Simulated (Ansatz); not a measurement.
# C₂H₆AlN: up Jacob's ladder to CCSD(T)

An exercise on one series of results from a longer session: the logs are not shown, and one member is left open.

Method: functionals in def2-TZVPP, the program's frozen cores in correlated methods; program: Ansatz 0.2.0, Gaussian basis.

Levels to be run: LDA (SPW92), PBE-D4, revPBE-D4, BLYP-D4, r2SCAN-D4, B97M-V, PBE0-D4, B3LYP-D4, r2SCANh-D4, r2SCAN0-D4, HSE06-D4, BHLYP-D4, CAM-B3LYP-D4, LC-ωPBE, ωB97X-V, ωB97M-V, B2PLYP, PBE-QIDH; CCSD(T)/def2-SVP; CCSD(T)/def2-TZVPP; MP2/def2-QZVPP; extrapolation to the limit; RPA on PBE.

## The relaxed structure

All runs share one geometry, relaxed beforehand with PBE0-D4 in a triple-zeta def2 set.

10 atoms, charge 0, spin multiplicity 1.

Atoms are counted from 1 here; the program's logs count them from 0.

Bond lengths: N1–C2 1.299 Å, N1–Al4 1.974 Å, N1–H5 1.010 Å, C2–C3 1.439 Å, C2–H6 1.095 Å, C3–Al4 2.084 Å, C3–H7 1.093 Å, C3–H8 1.084 Å, Al4–H9 1.592 Å, Al4–H10 1.591 Å. Angles: C2–N1–Al4 89.9°, C2–N1–H5 118.6°, Al4–N1–H5 144.8°, N1–C2–C3 113.7°, N1–C2–H6 121.4°, C3–C2–H6 124.5°, C2–C3–Al4 82.0°, C2–C3–H7 111.8°, C2–C3–H8 117.1°, Al4–C3–H7 96.2°, Al4–C3–H8 134.4°, H7–C3–H8 111.4°, N1–Al4–C3 68.8°, N1–Al4–H9 116.3° and more.

Set-up of the first run:

File in.yaml:

```yaml
crystal:
  periodic: [false, false, false]
  atoms:
    - {symbol: N, position_ang: [-1.214756, 0.267314, -0.076958]}
    - {symbol: C, position_ang: [-0.415540, -0.311087, -0.922709]}
    - {symbol: C, position_ang: [0.818687, -0.761061, -0.335831]}
    - {symbol: Al, position_ang: [0.324294, 0.674724, 1.090914]}
    - {symbol: H, position_ang: [-2.110864, 0.596311, -0.406160]}
    - {symbol: H, position_ang: [-0.636248, -0.329806, -1.995456]}
    - {symbol: H, position_ang: [0.667091, -1.628114, 0.312622]}
    - {symbol: H, position_ang: [1.658944, -0.908621, -1.004745]}
    - {symbol: H, position_ang: [0.207717, 0.192644, 2.603668]}
    - {symbol: H, position_ang: [0.783675, 2.156499, 0.737557]}
basis:
  gaussian: {orbitals: def2-TZVPP}
hamiltonian: {xc: lda}
output: {orbitals: {seedname: orbitals}}
```

Run with:

```
$ ansatz run in.yaml --threads 2 --pin off --events-out ev --progress --plain --max-ram 4352MiB
```

Steps of the session up to this table: LDA; PBE-D4 (GGA); revPBE-D4 (GGA); BLYP-D4 (GGA); r2SCAN-D4 (meta-GGA); B97M-V (meta-GGA); B3LYP-D4 (hybrid); r2SCANh-D4 (hybrid); r2SCAN0-D4 (hybrid); HSE06-D4 (hybrid); BHLYP-D4 (hybrid); CAM-B3LYP-D4 (range-separated); LC-ωPBE (range-separated); ωB97X-V (range-separated); ωB97M-V (range-separated); B2PLYP (double hybrid); PBE-QIDH (double hybrid).

One table of the session follows, with a row left open; its other results are not shown here.

It belongs to the step «Orbital energies across the functionals». 

| functional | HOMO (eV) | gap (eV) |
| --- | --- | --- |
| LDA (SPW92) | -6.11 | 3.63 |
| PBE-D4 | -6.00 | 3.73 |
| revPBE-D4 | -5.96 | 3.76 |
| BLYP-D4 | -5.87 | 3.72 |
| r2SCAN-D4 | -6.23 | 4.15 |
| B97M-V | -6.33 | 4.26 |
| PBE0-D4 | -7.16 | 5.89 |
| B3LYP-D4 | -6.95 | 5.44 |
| r2SCANh-D4 | -6.67 | 4.95 |
| r2SCAN0-D4 | -7.32 | 6.16 |
| HSE06-D4 | -6.76 | 5.10 |
| BHLYP-D4 | -8.21 | 8.06 |
| CAM-B3LYP-D4 | -8.48 | 8.36 |
| LC-ωPBE | -9.82 | 10.87 |
| ωB97X-V | ? | ? |
| ωB97M-V | -9.33 | 10.22 |

Q: Estimate the row for ωB97X-V from the others.

As computed: HOMO (eV): -9.47; gap (eV): 10.46. In the column «HOMO (eV)» it lies between LC-ωPBE (-9.82) and ωB97M-V (-9.33).
